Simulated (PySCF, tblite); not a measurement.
# C5H14OSSi2: geometry, infrared bands and NMR shifts

Aim: predict the infrared bands and NMR shifts of C5H14OSSi2 (`CC/C=C(\[SiH2][SiH3])[S@@](C)=O`).

Computed with tblite 0.8.0 and PySCF 2.14.0, with density-fitted response routines of our own, on a single molecule in the gas phase. Atoms are numbered from 0 throughout.

**1. Starting geometry**

23 atoms, charge 0, multiplicity 1; geometry from: force field or distance geometry start.

Bonds of the start (Å): C0–C1 1.54, C1–C2 1.46, C2–C3 1.34, C3–Si4 1.82, Si4–Si5 2.26, C3–S6 1.77, S6–C7 1.78, S6–O8 1.53, C0–H9 1.10, C0–H10 1.10, C0–H11 1.11, C1–H12 1.07, C1–H13 1.13, C2–H14 1.11, Si4–H15 1.47, Si4–H16 1.44, Si5–H17 1.48, Si5–H18 1.45, Si5–H19 1.45, C7–H20 1.08, C7–H21 1.13, C7–H22 1.12.

**2. Geometry optimisation with GFN2-xTB**

What the job is given:

```
{"job": {"kind": "relax", "xc": "GFN2-xTB", "basis": "xTB"}, "charge": 0, "multiplicity": 1}
C      3.331000    -0.522800     0.625500
C      1.905400    -1.049400     0.851900
C      0.945800     0.027800     1.086100
C     -0.120100     0.249600     0.310400
Si    -0.568000    -0.766800    -1.136100
Si    -2.629500    -1.583400    -0.711600
S     -1.179200     1.600600     0.735800
C     -1.267600     2.838200    -0.545400
O     -2.572300     1.099000     1.134200
H      3.826500    -0.397500     1.597800
H      3.323800     0.419900     0.057300
H      3.894500    -1.273900     0.036300
H      1.643400    -1.794200     0.122400
H      1.988600    -1.609100     1.835700
H      1.122400     0.701400     1.947400
H     -0.700600     0.129200    -2.290600
H      0.283000    -1.902300    -1.394900
H     -2.743700    -1.903400     0.732400
H     -3.687000    -0.679000    -1.115100
H     -2.702200    -2.858900    -1.400100
H     -0.429000     3.521500    -0.590900
H     -1.491400     2.328400    -1.532800
H     -2.178300     3.452100    -0.345700
```

Started as:

```
$ OMP_NUM_THREADS=1 python probes_run.py task.json out
```

The driver reads the jobs from task.json and runs them one after another.

**Question.** This job is followed by: GFN2-xTB harmonic vibrations, gas phase; GIAO PBE0/pcSseg-1 NMR shielding, non-relativistic, gas phase. What will the session give for the following? strongest single infrared mode (GFN2-xTB); zero-point energy (GFN2-xTB); ¹³C shifts against TMS (PBE0/pcSseg-1); ¹H shifts against TMS (PBE0/pcSseg-1, means over atoms taken as alike); ²⁹Si shifts against TMS (PBE0/pcSseg-1); ³³S shifts against CS2 (PBE0/pcSseg-1); ¹⁷O shifts against H2O (PBE0/pcSseg-1).

As calculated:

| quantity | value |
| --- | --- |
| strongest single infrared mode (GFN2-xTB) | 676 cm⁻¹, 478 km/mol |
| zero-point energy (GFN2-xTB) | 106.2 kcal/mol |
| ¹³C shifts against TMS (PBE0/pcSseg-1) | 161.8, 155.5, 50.1, 32.8, 15.6 ppm |
| ¹H shifts against TMS (PBE0/pcSseg-1, means over atoms taken as alike) | 6.63, 4.39, 4.05, 3.72, 2.67, 2.36, 2.35, 1.08 ppm |
| ²⁹Si shifts against TMS (PBE0/pcSseg-1) | -107.5, -118.1 ppm |
| ³³S shifts against CS2 (PBE0/pcSseg-1) | 332 ppm |
| ¹⁷O shifts against H2O (PBE0/pcSseg-1) | 71.6 ppm |

What this shows: Over 127 steps the energy fell by 1.366 eV; of the close pairs, C3–Si4 changed most, 1.824 to 1.896 Å. All 63 modes are real, so the xTB geometry is a minimum. The strongest single mode, at 676 cm⁻¹, is spread over several atoms, H15, H16, C7, S6 among them. GFN2-xTB is a fitted tight-binding method: band positions and strengths are rough. Its intensities can rank the bands wrongly. H14 (hydrogen on an alkene CH) lies farthest downfield among hydrogen, at 6.63 ppm; olefinic region. At PBE0/pcSseg-1: The largest span, 375 ppm, is at O8, where the paramagnetic term is -137 ppm.
